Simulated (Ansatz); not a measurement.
# NOF (nitrosyl fluoride): B2PLYP/STO-3G

Aim: the electronic atomisation energy of NOF (nitrosyl fluoride) at B2PLYP/STO-3G, from 4 runs. 

Program for the calculation: Ansatz 0.2.0.

66 further runs of the same task are left out: 15 that didn't finish, 51 set aside as unsound or not needed.

## (1) The structure to begin with

NOF: 3 atoms, total charge 0, spin state singlet. SMILES: `O=NF`. Geometry: relaxed at GFN2-xTB.

Bond lengths: O1–N2 1.139 Å, N2–F3 1.492 Å. Angles: O1–N2–F3 111.3°.

## (2) A single-point energy at B2PLYP/STO-3G

Contents of molecule.yaml:

```yaml
crystal:
  periodic: [false, false, false]
  atoms:
    - {symbol: O, position_ang: [0.881240, 0.243070, 0.511850]}
    - {symbol: N, position_ang: [0.147270, -0.481640, 0.029090]}
    - {symbol: F, position_ang: [-1.028520, 0.238580, -0.540950]}
basis:
  gaussian:
    orbitals: STO-3G
hamiltonian:
  xc: {name: B2PLYP}
correlation:
  frozen_orbitals: {F: 1, "N": 1, O: 1}
accuracy: high
```

The run is started by

```sh
$ ansatz run molecule.yaml --threads 1 --pin off --max-ram 2610MiB --events-out events.jsonl --progress --plain --runs-dir runs
```

Log:

```text
Warning: RAYON_NUM_THREADS=1 ignored (pool sized by the plan → 1); use --threads N
Functional definition: B2PLYP
  name "B2PLYP"
  parameter a = 0.53
  parameter c = 0.27
  exchange = (1 - a)*b88_x + a*exact_x
  correlation = (1 - c)*lyp_c + c*(mp2_os + mp2_ss)
251 factors; integrals over basis functions are off by at most 3.5e-8 eV
mean field evaluation 1: about -6151.6016 eV, gradient 2.5e1 eV
mean field evaluation 2: about -6151.6515 eV, gradient 2.5e1 eV
mean field evaluation 4: about -6153.9603 eV, gradient 8.1e0 eV
mean field evaluation 8: about -6154.1443 eV, gradient 8.5e-2 eV
mean field evaluation 16: about -6154.1444 eV, gradient 3.2e-6 eV
mean field -6154.14438749 eV, -226.1606348113 hartree, gradient 3.1e-8 eV, S^2 0.000000; 0 other end points of the search recorded, 0 dependent functions left out
3 core orbitals not correlated: weight in the atoms' cores, before any rotation towards them, 1.000 or more for the frozen orbitals, at most 0.000 for the correlated occupied ones
reference -6154.14439678 eV, -226.1606351528 hartree; 9, 9 occupied and 3, 3 virtual orbitals, 251 factors
second order -6.08963255 eV of doubles, -0.00000000 eV of singles
Total energy: -6155.78859757 eV, -226.2210584172 hartree
```

It took 0.87 s on 1 thread of Arm Neoverse V1, shared host.

## (3) The F atom, same level

Contents of input.yaml:

```yaml
crystal:
  periodic: [false, false, false]
  atoms:
    - symbol: F
      position_ang: [0.000000, 0.000000, 0.000000]
basis:
  gaussian:
    orbitals: STO-3G
total_charge: 0
magnetization:
  spin_polarized: true
  initial_magnetization: 1
hamiltonian:
  xc: {name: B2PLYP}
correlation:
  frozen_orbitals: {F: 1}
accuracy: high
```

Run the same way, it converges to -98.18742 Eh (log not shown).

## (4) The N atom

Contents of input.yaml:

```yaml
crystal:
  periodic: [false, false, false]
  atoms:
    - {symbol: "N", position_ang: [0.000000, 0.000000, 0.000000]}
basis:
  gaussian:
    orbitals: STO-3G
magnetization:
  spin_polarized: true
  initial_magnetization: 3
hamiltonian:
  xc: {name: B2PLYP}
correlation:
  frozen_orbitals: {"N": 1}
accuracy: high
```

Run the same way, it converges to -53.83561 Eh (log not shown).

## (5) The O atom

Contents of input.yaml:

```yaml
crystal:
  periodic: [false, false, false]
  atoms:
    - {symbol: O, position_ang: [0.000000, 0.000000, 0.000000]}
basis:
  gaussian:
    orbitals: STO-3G
total_charge: 0
magnetization:
  spin_polarized: true
  initial_magnetization: 2
hamiltonian:
  xc: {name: B2PLYP}
correlation:
  frozen_orbitals: {O: 1}
accuracy: high
```

Run the same way, it converges to -73.96694 Eh (log not shown).

## (6) Summary of results

Level: B2PLYP/STO-3G, 3 core orbitals frozen.

| quantity | value |
| --- | --- |
| molecule: total energy | -226.22106 Eh |
| F atom: total energy | -98.18742 Eh |
| F atom: ⟨S²⟩ | 0.750 |
| N atom: total energy | -53.83561 Eh |
| N atom: ⟨S²⟩ | 3.750 |
| O atom: total energy | -73.96694 Eh |
| O atom: ⟨S²⟩ | 2.000 |
| electronic atomisation energy | 6.288 eV |

**Reading.** Taking the molecule apart into free atoms costs 6.29 eV (607 kJ/mol), before zero-point energy and without spin-orbit coupling. In a minimal basis such a difference can be off by several eV, whatever the method.
